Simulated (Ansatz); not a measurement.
# Alloy of ZnO and CdO (9 of 48 Zn sites exchanged), 96 atoms, part 2 of 2

Ansatz 0.2.0, PAW. Earlier steps stand in the parts before.

**3. HSE06 on the final geometry**

Input file in.yaml:

```yaml
crystal:
  lattice:
    - [9.884862, 0.000000, 0.000000]
    - [0.000000, 11.406107, 0.000000]
    - [0.000000, 0.000000, 10.637925]
  atoms:
    - { symbol: Zn, position: [0.161273, 0.086600, 0.248892] }
    - { symbol: Zn, position: [0.997658, 0.334049, 0.247388] }
    - { symbol: Zn, position: [0.996039, 0.331734, 0.749066] }
    - { symbol: Zn, position: [0.503660, 0.087289, 0.751587] }
    - { symbol: Zn, position: [0.331799, 0.337281, 0.249692] }
    - { symbol: Zn, position: [0.163776, 0.580240, 0.248740] }
    - { symbol: Zn, position: [0.996203, 0.834901, 0.249143] }
    - { symbol: Zn, position: [0.993441, 0.831833, 0.749968] }
    - { symbol: Zn, position: [0.835259, 0.083481, 0.249047] }
    - { symbol: Zn, position: [0.671539, 0.336912, 0.249243] }
    - { symbol: Zn, position: [0.668015, 0.335706, 0.748770] }
    - { symbol: Zn, position: [0.501822, 0.576917, 0.244317] }
    - { symbol: Zn, position: [0.502904, 0.581337, 0.756138] }
    - { symbol: Zn, position: [0.836473, 0.582176, 0.245430] }
    - { symbol: Zn, position: [0.672268, 0.831732, 0.245849] }
    - { symbol: Zn, position: [0.669497, 0.835828, 0.754774] }
    - { symbol: Zn, position: [0.000504, 0.168060, 0.489492] }
    - { symbol: Zn, position: [0.998651, 0.169177, 0.006841] }
    - { symbol: Zn, position: [0.331505, 0.166440, 0.494473] }
    - { symbol: Zn, position: [0.332923, 0.168192, 0.003955] }
    - { symbol: Zn, position: [0.163869, 0.415492, 0.489915] }
    - { symbol: Zn, position: [0.163618, 0.414758, 0.006261] }
    - { symbol: Zn, position: [0.002289, 0.668576, 0.489610] }
    - { symbol: Zn, position: [0.999740, 0.669899, 0.007543] }
    - { symbol: Zn, position: [0.667193, 0.170045, 0.498071] }
    - { symbol: Zn, position: [0.667978, 0.170515, 0.998384] }
    - { symbol: Zn, position: [0.500846, 0.413779, 0.494222] }
    - { symbol: Zn, position: [0.502582, 0.416175, 0.002955] }
    - { symbol: Zn, position: [0.332758, 0.661516, 0.495288] }
    - { symbol: Zn, position: [0.334172, 0.663612, 0.003072] }
    - { symbol: Zn, position: [0.162371, 0.916502, 0.495739] }
    - { symbol: Zn, position: [0.162479, 0.915880, 0.003283] }
    - { symbol: Zn, position: [0.836428, 0.411849, 0.494686] }
    - { symbol: Zn, position: [0.833721, 0.414488, 0.001646] }
    - { symbol: Zn, position: [0.664712, 0.668411, 0.004713] }
    - { symbol: Zn, position: [0.503761, 0.921763, 0.504190] }
    - { symbol: Zn, position: [0.502541, 0.917660, 0.993781] }
    - { symbol: Zn, position: [0.834503, 0.918856, 0.494066] }
    - { symbol: Zn, position: [0.834212, 0.916047, 0.003134] }
    - { symbol: Cd, position: [0.164287, 0.083932, 0.752953] }
    - { symbol: Cd, position: [0.503963, 0.086850, 0.246287] }
    - { symbol: Cd, position: [0.338265, 0.337051, 0.747642] }
    - { symbol: Cd, position: [0.162502, 0.582038, 0.752018] }
    - { symbol: Cd, position: [0.828818, 0.081916, 0.748359] }
    - { symbol: Cd, position: [0.332891, 0.830211, 0.252096] }
    - { symbol: Cd, position: [0.337058, 0.832368, 0.746372] }
    - { symbol: Cd, position: [0.831224, 0.580603, 0.754461] }
    - { symbol: Cd, position: [0.665405, 0.667198, 0.495207] }
    - { symbol: O, position: [0.997593, 0.169453, 0.192050] }
    - { symbol: O, position: [0.997144, 0.177292, 0.672919] }
    - { symbol: O, position: [0.319461, 0.174423, 0.188551] }
    - { symbol: O, position: [0.345199, 0.159750, 0.678367] }
    - { symbol: O, position: [0.163519, 0.415498, 0.191936] }
    - { symbol: O, position: [0.152356, 0.408015, 0.674080] }
    - { symbol: O, position: [0.001366, 0.669408, 0.193316] }
    - { symbol: O, position: [0.995980, 0.677446, 0.673264] }
    - { symbol: O, position: [0.683938, 0.176954, 0.182487] }
    - { symbol: O, position: [0.654323, 0.177242, 0.683177] }
    - { symbol: O, position: [0.502437, 0.411238, 0.188708] }
    - { symbol: O, position: [0.517447, 0.425948, 0.679651] }
    - { symbol: O, position: [0.333153, 0.649729, 0.186748] }
    - { symbol: O, position: [0.346776, 0.654374, 0.678941] }
    - { symbol: O, position: [0.153330, 0.923402, 0.188236] }
    - { symbol: O, position: [0.151057, 0.908718, 0.679505] }
    - { symbol: O, position: [0.835280, 0.417911, 0.187077] }
    - { symbol: O, position: [0.833084, 0.404938, 0.680260] }
    - { symbol: O, position: [0.667544, 0.664349, 0.192776] }
    - { symbol: O, position: [0.653360, 0.675600, 0.698701] }
    - { symbol: O, position: [0.513961, 0.909516, 0.176535] }
    - { symbol: O, position: [0.517306, 0.926564, 0.689957] }
    - { symbol: O, position: [0.834166, 0.918305, 0.188830] }
    - { symbol: O, position: [0.831354, 0.904376, 0.679339] }
    - { symbol: O, position: [0.166571, 0.082015, 0.436396] }
    - { symbol: O, position: [0.165231, 0.084161, 0.956884] }
    - { symbol: O, position: [0.000255, 0.332113, 0.431669] }
    - { symbol: O, position: [0.999614, 0.332927, 0.937658] }
    - { symbol: O, position: [0.500825, 0.086049, 0.449318] }
    - { symbol: O, position: [0.499918, 0.086666, 0.941059] }
    - { symbol: O, position: [0.332789, 0.332584, 0.437571] }
    - { symbol: O, position: [0.332907, 0.335509, 0.953395] }
    - { symbol: O, position: [0.166490, 0.582738, 0.435620] }
    - { symbol: O, position: [0.163854, 0.582552, 0.956428] }
    - { symbol: O, position: [0.998228, 0.834802, 0.433842] }
    - { symbol: O, position: [0.998475, 0.832719, 0.938093] }
    - { symbol: O, position: [0.832026, 0.085416, 0.437234] }
    - { symbol: O, position: [0.834435, 0.083230, 0.953240] }
    - { symbol: O, position: [0.667864, 0.333947, 0.434816] }
    - { symbol: O, position: [0.667389, 0.335770, 0.936448] }
    - { symbol: O, position: [0.487743, 0.574347, 0.427896] }
    - { symbol: O, position: [0.500948, 0.582411, 0.943253] }
    - { symbol: O, position: [0.335951, 0.833720, 0.458938] }
    - { symbol: O, position: [0.331409, 0.832366, 0.954915] }
    - { symbol: O, position: [0.846183, 0.574877, 0.431591] }
    - { symbol: O, position: [0.833545, 0.584009, 0.959681] }
    - { symbol: O, position: [0.665835, 0.848481, 0.429975] }
    - { symbol: O, position: [0.669721, 0.833126, 0.941329] }
  symmetry: { detect: false }
kpoints:
  mp_grid: { grid: [1, 1, 1], shift: [0.25, 0.25, 0.25] }
hamiltonian:
  xc: hse06
scf:
  occupations: { method: fermi_dirac, width: 0.01 }
output:
  forces: true
  eigenvalues: true
  populations: true
  eigenstates: { kpoints: [[0.25, 0.25, 0.25]], e_range: [-6.0, 6.0], localisation: true }
```

Launch:

```bash
$ ansatz run in.yaml --threads 4 --pin off --max-ram 42750MiB --runs-dir r --events-out ev --progress --plain --backend cuda --devices 0, --max-vram 37GiB
```

The program printed:

```text
Pseudopotentials: kind: paw
Functional definition: HSE06
  parameter a = 0.25
  parameter omega = 0.11/bohr
  exchange = pbe_x - a*pbe_x_sr(omega) + a*exact_x_sr(omega)
  correlation = pbe_c
Crystal: 96 atoms, lattice volume = 1199.403 Å³
Basis set: ecut = 420 eV, 23413 PW (Γ), exchange–correlation on 144×160×144 points (8 copies of the dense FFT grid, shifted against one another)
Bands: 564, of which v1, the nominal top of the filled ones, is band 468 counted from 1 (467 counted from 0)
Symmetry: 1 space group operations
k-points: 1
Non-local potential: Zn, projectors of the file, l = 0: 2, l = 1: 2, l = 2: 3, l = 3: 1
Non-local potential: Cd, projectors of the file, l = 0: 3, l = 1: 2, l = 2: 2, l = 3: 1
Non-local potential: O, projectors of the file, l = 0: 2, l = 1: 2, l = 2: 1
PAW form: soft (Blöchl's): semilocal exchange-correlation on the pseudo side does not see the compensation charge
PAW frozen core: Zn, regenerated for the run's functional, and the local potential with it (the file was generated under x = pbe(κ = 0.804, μ = 0.2195149727645171), c = pbe(β = 0.06672455060314922))
PAW frozen core: Cd, regenerated for the run's functional, and the local potential with it (the file was generated under x = pbe(κ = 0.804, μ = 0.2195149727645171), c = pbe(β = 0.06672455060314922))
PAW frozen core: O, regenerated for the run's functional, and the local potential with it (the file was generated under x = pbe(κ = 0.804, μ = 0.2195149727645171), c = pbe(β = 0.06672455060314922))
PAW one-centre angular grid: Zn, 590 points (default); XC on 64 Gauss nodes
PAW one-centre angular grid: Cd, 590 points (default); XC on 64 Gauss nodes
PAW one-centre angular grid: O, 110 points (default); XC on 96 Gauss nodes
Initial density: superposition of atomic densities (neutral atoms: chi_scale 0, normalization atom), corrected by the library's trained network
Initial wavefunctions: pseudopotential atomic-orbital guess
Functional: x = pbe(κ = 0.804, μ = 0.2195149727645171), c = pbe(β = 0.06672455060314922), warm-up for x = pbe(κ = 0.804, μ = 0.2195149727645171) + 0.25 (exact − pbe) at short range (hse, ω = 0.20786987370883472 Å⁻¹), c = pbe(β = 0.06672455060314922); HSE06 as pw.x's `hse` composes it (authors' and Libxc's form: `xc: wpbeh`)
SCF iter   1: F=—  HF=-230977.554944 eV  |F-HF|=—  |Δ(HF+E_count)|=         —  Δρ=2.41e-3  dr2=5.34e-2  ethr=1.77e-3  ⟨swp⟩=20.0  Hψ=2552  notcnv=1
preconditioner: auto → none  [insulator: Δε(μ)=1.507 eV  Ē_g=12.569 eV  σ=0.010 eV  W_gap=1.00  n_scr=376 (ndim 8)  ℏωp=31.5 eV  f_vac=0.045  D(μ)=0.00/eV (n_scr^D=0)]
SCF iter   2: F=—  HF=-230977.555072 eV  |F-HF|=—  |Δ(HF+E_count)|=   1.28e-4  Δρ=1.72e-3  dr2=2.99e-2  ethr=5.71e-6  ⟨swp⟩=9.0  Hψ=2228  notcnv=0  defer=4
iter 3 solved again at ethr=1.28e-7 eV; its pass at ethr=3.19e-6 eV (dr2=1.20e-3 eV) is discarded
SCF iter   3: F=—  HF=-230977.545020 eV  |F-HF|=—  |Δ(HF+E_count)|=   1.01e-2  Δρ=4.38e-4  dr2=1.22e-3  ethr=1.28e-7  ⟨swp⟩=4.0  Hψ=2702  notcnv=0  defer=4
SCF iter   4: F=—  HF=-230977.546054 eV  |F-HF|=—  |Δ(HF+E_count)|=   1.03e-3  Δρ=2.59e-4  dr2=3.96e-4  ethr=1.28e-7  ⟨swp⟩=5.0  Hψ=1191  notcnv=0  defer=4
SCF iter   5: F=-230977.546724 eV  HF=-230977.546611 eV  |F-HF|=1.13e-4  |Δ(HF+E_count)|=   5.57e-4  Δρ=1.39e-4  dr2=1.11e-4  ethr=4.23e-8  ⟨swp⟩=5.0  Hψ=1284  notcnv=0  defer=3
SCF 1 stopped early in 5 iterations: F = -230977.546724 eV  dr2 = 1.11e-4
Initial density: handed on by an earlier stage of this run
Initial wavefunctions: those handed on with the density
Functional: x = pbe(κ = 0.804, μ = 0.2195149727645171) + 0.25 (exact − pbe) at short range (hse, ω = 0.20786987370883472 Å⁻¹), c = pbe(β = 0.06672455060314922); HSE06 as pw.x's `hse` composes it (authors' and Libxc's form: `xc: wpbeh`)
Exchange kernel: α = 0.2500, screened, ω = 0.2079 Å⁻¹, Wigner–Seitz truncation, v(0) = 931.4797 eV·Å³, q-mesh 1×1×1, nearest image of the exchange supercell L = 9.88 Å, pair-density grid 48×60×54, without the augmentation charges, whose exchange is taken in its separable form (sized by the pseudopotential files, 72×80×72 at the most), smooth part of the exchange summed in real space on grids 54×56 [...]
Frozen-core exchange: fock
SCF iter   1: F=—  HF=-231004.208654 eV  |F-HF|=—  |Δ(HF+E_count)|=         —  Δρ=2.42e-2  dr2=4.08e0  ethr=1.19e-7  ⟨swp⟩=18.0  Hψ=3461  notcnv=0
preconditioner: auto → none  [insulator: Δε(μ)=3.079 eV  Ē_g=15.429 eV  σ=0.010 eV  W_gap=1.00  n_scr=376 (ndim 8)  ℏωp=31.5 eV  f_vac=0.045  D(μ)=0.00/eV (n_scr^D=0)]
SCF iter   2: F=—  HF=-231002.962001 eV  |F-HF|=—  |Δ(HF+E_count)|=    1.25e0  Δρ=5.17e-3  dr2=2.13e-1  ethr=1.19e-7  ⟨swp⟩=6.0  Hψ=2768  notcnv=0
SCF iter   3: F=—  HF=-231003.358564 eV  |F-HF|=—  |Δ(HF+E_count)|=   3.97e-1  Δρ=5.39e-3  dr2=1.84e-1  ethr=1.19e-7  ⟨swp⟩=6.0  Hψ=2652  notcnv=0
SCF iter   4: F=—  HF=-231003.327271 eV  |F-HF|=—  |Δ(HF+E_count)|=   3.13e-2  Δρ=2.11e-3  dr2=2.45e-2  ethr=1.19e-7  ⟨swp⟩=5.0  Hψ=2134  notcnv=0
SCF iter   5: F=—  HF=-231003.359167 eV  |F-HF|=—  |Δ(HF+E_count)|=   3.19e-2  Δρ=1.38e-3  dr2=1.85e-2  ethr=1.19e-7  ⟨swp⟩=6.0  Hψ=2175  notcnv=0
SCF iter   6: F=—  HF=-231003.355738 eV  |F-HF|=—  |Δ(HF+E_count)|=   3.43e-3  Δρ=8.21e-4  dr2=8.93e-3  ethr=1.19e-7  ⟨swp⟩=5.0  Hψ=2177  notcnv=0
SCF iter   7: F=-231003.353276 eV  HF=-231003.353359 eV  |F-HF|=8.29e-5  |Δ(HF+E_count)|=   2.38e-3  Δρ=9.28e-5  dr2=1.32e-4  ethr=1.19e-7  ⟨swp⟩=4.0  Hψ=1826  notcnv=0
SCF 2 stopped early in 7 iterations: F = -231003.353276 eV  dr2 = 1.32e-4
  Residual-converged pass: ⟨swp⟩=4.0  Hψ=1640  notcnv=0  max |occ|·‖R‖ = 5.5e-6 eV (tolerance 6.7e-6 eV)  dr2=1.31e-4  dr2_onsite=6.49e-6  max |Δocc| = 0.0e0
hybrid outer 1: dexx = +6.034e-1 eV, tail = 1.57e-3 eV
SCF iter   1: F=—  HF=-231003.331819 eV  |F-HF|=—  |Δ(HF+E_count)|=         —  Δρ=6.74e-5  dr2=4.23e-5  ethr=8.40e-7  ⟨swp⟩=17.0  Hψ=1317  notcnv=0
preconditioner: auto → none  [insulator: Δε(μ)=2.995 eV  Ē_g=15.209 eV  σ=0.010 eV  W_gap=1.00  n_scr=376 (ndim 8)  ℏωp=31.5 eV  f_vac=0.058  D(μ)=0.00/eV (n_scr^D=0)]
SCF iter   2: F=—  HF=-231003.331849 eV  |F-HF|=—  |Δ(HF+E_count)|=   3.06e-5  Δρ=2.25e-5  dr2=8.81e-6  ethr=4.01e-9  ⟨swp⟩=4.0  Hψ=1995  notcnv=0
SCF iter   3: F=—  HF=-231003.331878 eV  |F-HF|=—  |Δ(HF+E_count)|=   2.90e-5  Δρ=2.00e-5  dr2=3.29e-6  ethr=4.05e-10  ⟨swp⟩=8.0  Hψ=1814  notcnv=0  defer=2
SCF iter   4: F=—  HF=-231003.331878 eV  |F-HF|=—  |Δ(HF+E_count)|=   6.41e-7  Δρ=6.01e-6  dr2=3.10e-7  ethr=3.02e-10  ⟨swp⟩=4.0  Hψ=1392  notcnv=0
SCF iter   5: F=—  HF=-231003.331878 eV  |F-HF|=—  |Δ(HF+E_count)|=   4.93e-7  Δρ=4.39e-6  dr2=1.48e-7  ethr=2.80e-11  ⟨swp⟩=9.0  Hψ=1618  notcnv=0  defer=7
SCF iter   6: F=-231003.331878 eV  HF=-231003.331878 eV  |F-HF|=1.95e-9  |Δ(HF+E_count)|=   1.83e-8  Δρ=9.89e-7  dr2=9.45e-9  ethr=1.53e-11  ⟨swp⟩=5.0  Hψ=1125  notcnv=0  defer=5
SCF 3 converged in 6 iterations: F = -231003.331878 eV  dr2 = 9.45e-9
  Residual-converged pass: ⟨swp⟩=3.0  Hψ=1374  notcnv=0  max |occ|·‖R‖ = 2.4e-6 eV (tolerance 3.1e-6 eV)  dr2=8.65e-9  dr2_onsite=2.49e-9  max |Δocc| = 0.0e0
[... from here the SCF cycle lines were not kept, up to the last twenty ...]
hybrid outer 2: dexx = +3.000e-5 eV, tail = 2.60e-7 eV, Δε = 4.21e-3 eV (about 7.04e-5 eV left of the loop's levels), ΔF = 1.21e-2 eV/Å (tail 1.78e-3)
SCF iter   1: F=—  HF=-231003.331875 eV  |F-HF|=—  |Δ(HF+E_count)|=         —  Δρ=2.18e-6  dr2=4.52e-8  ethr=1.39e-10  ⟨swp⟩=20.0  Hψ=1638  notcnv=2
SCF iter   2: F=-231003.331875 eV  HF=-231003.331875 eV  |F-HF|=3.38e-9  |Δ(HF+E_count)|=   6.87e-9  Δρ=5.22e-7  dr2=3.18e-9  ethr=2.25e-11 (applied; sched 4.63e-12)  ⟨swp⟩=2.0  Hψ=1032  notcnv=0
SCF 4 converged in 2 iterations: F = -231003.331875 eV  dr2 = 3.18e-9
  Residual-converged pass: ⟨swp⟩=3.0  Hψ=1215  notcnv=0  max |occ|·‖R‖ = 4.0e-6 eV (tolerance 4.6e-6 eV)  dr2=3.29e-9  dr2_onsite=3.26e-9  max |Δocc| = 0.0e0
hybrid outer 3: dexx = +5.562e-9 eV, tail = 1.45e-8 eV, Δε = 5.65e-5 eV (about 1.71e-5 eV left of the loop's levels), ΔF = 1.49e-4 eV/Å (tail 1.60e-4)
NSCF: frozen V_eff on 1 k-points
hybrid SCF converged: 3 outer / 15 inner (+5 warm-up), last move |dexx| = 5.56e-9 eV, tail = 1.45e-8 eV
Stability not checked: this state was not tested for a lower state beside it, because the functional holds exact exchange (a hybrid, or Hartree-Fock), whose exchange loop this test does not read (fock_operator; see scf.lower_state_search)
Free energy (F): -231003.331875 eV
Harris-Foulkes:  -231003.331875 eV  (|F-HF|=3.38e-9)
Internal energy: -231003.331875 eV  (E = F + TS)
E sigma→0 (E₀):  -231003.331875 eV
Fermi energy:    8.093603 eV
--- Per-component energies (eV) ---
  E_band       = -4576.999517
  E_kinetic    = 18101.328287
  E_local      = -111025.141538  (includes V_loc(G=0)·N_el)
  E_nonlocal   = 26910.200602
  E_hartree    = 47442.948247
  E_xc         = -8312.789796
  E_vxc        = -6748.040729  (∫ρ·V_xc dr)
  E_exx        = -3362.707654  (= α·E_x^exact, valence–valence)
  E_paw        = -114747.825663  (= ΣΔE_a)
  E_vpaw       = -19975.920610  (= ΣTr[D̂ρ^β])
  E_aug_tail   = 0.102143  (compensation charges beyond the density's cutoff)
  E_ewald      = -86027.734736
  E_core_change = 18.288281  (= ΣΔE_core)
  E_smearing   = -0.000000  (= −TS)
  E_closure    = -0.000048  (closes the sum)
  Σ components = -231003.331875   (vs F -231003.331875, Δ=-2.91e-11)
--- Forces (eV/Å), atoms counted from 1 ---
  atom   1  Zn    -0.02560821     0.02543530    -0.03051237
  atom   2  Zn     0.00675869    -0.00684379     0.01753408
[... 47 atoms left out ...]
  atom  50  O      0.01029256    -0.10497840     0.13672723
[... 1 atom left out ...]
  atom  52  O     -0.09405669     0.03977138     0.12655259
[... 1 atom left out ...]
  atom  54  O      0.08549486     0.06937096     0.13465210
[... 1 atom left out ...]
  atom  56  O      0.00837545    -0.11084852     0.13940803
[... 1 atom left out ...]
  atom  58  O      0.07062370    -0.05439817     0.09413683
[... 3 atoms left out ...]
  atom  62  O     -0.09275375     0.03335545     0.12221586
[... 1 atom left out ...]
  atom  64  O      0.08038593     0.06501268     0.11609229
[... 1 atom left out ...]
  atom  66  O      0.00265689     0.09773073     0.10266559
[... 30 atoms left out ...]
  max |Σ_I F_I| component: 1.29e-4 eV/Å
--- Band table (eV) ---
  k-point 0: bands = [... 456 lower levels ..., "6.0042", "6.0322", "6.0730", "6.1244", "6.1970", "6.2483", "6.2766", "6.2976", "6.3359", "6.3548", "6.4836", "6.5959", "9.5913", "10.7025", "10.8947", "11.0536", "11.6554", "11.8392", "12.0088", "12.2144", "12.4823", "12.5444", "12.7800", "12.8866", ... 84 higher levels ...]
--- Löwdin populations: 96 sites ---
  site symbol       q [e]
     0     Zn     10.5258
     1     Zn     10.5254
[... 94 atoms left out ...]
  spilling = 0.008771 (of n_electrons = 936.000000)
```

It took 76 s on 1 × NVIDIA H100 80GB HBM3 with 4 threads of AMD EPYC 7R13, shared host; peak host memory 4.4 GiB.

Spacing of the frontier levels at the single k point (¼, ¼, ¼): 3.00 eV (6.596 to 9.591 eV). This point lies off Γ, so the spacing can exceed the gap by much.

Frontier states and how far they spread:

```csv
level (eV),spin,filling,atoms sharing it,main element,its share,largest atom
-0.35,both,2.00,61.2,O,0.75,–
-0.32,both,2.00,69.9,O,0.76,–
-0.30,both,2.00,60.6,O,0.75,–
-0.26,both,2.00,61.5,O,0.75,–
-0.24,both,2.00,56.0,O,0.75,–
-0.11,both,2.00,72.3,O,0.76,–
0.00,both,2.00,56.8,O,0.76,–
3.00,both,0.00,89.8,O,0.52,–
```

On these atoms HSE06 leaves forces up to 0.18 eV/Å (on O56), as they were relaxed at another level of theory (and may have been on other k points).

**4. Outcome**

The summary covers parts 1 to 2. Changes of volume or cell count from the first structure of part 1.

| level | time | top filled to lowest empty (eV) |
| --- | --- | --- |
| PBEsol, relaxation | 12 s (GPU) | 1.42 |
| HSE06 | 76 s (GPU) | 3.00 |

| quantity | value |
| --- | --- |
| relaxation | 6 recorded steps, 7.70 eV gained |
| largest shift | 0.26 Å (O54) |
| relaxed cell | a = 9.885 Å, b = 11.406 Å, c = 10.638 Å, α = 90.00°, β = 90.00°, γ = 90.00° |
| mean bonds | Cd–O 2.164, O–Zn 1.978 Å |

The relaxation lowers the energy by 7.70 eV; the largest shift is 0.26 Å (O54), while the volume changes by -0.3 %. Part of this undoes the random shake of the start. The mean lengths of the listed bonds run from O–Zn 1.98 Å to Cd–O 2.16 Å. At the same k points, PBEsol gives a spacing 1.57 eV smaller than the 3.00 eV of HSE06. With one k point the spacing samples only the states that fold onto it, so it can exceed the gap over the zone.
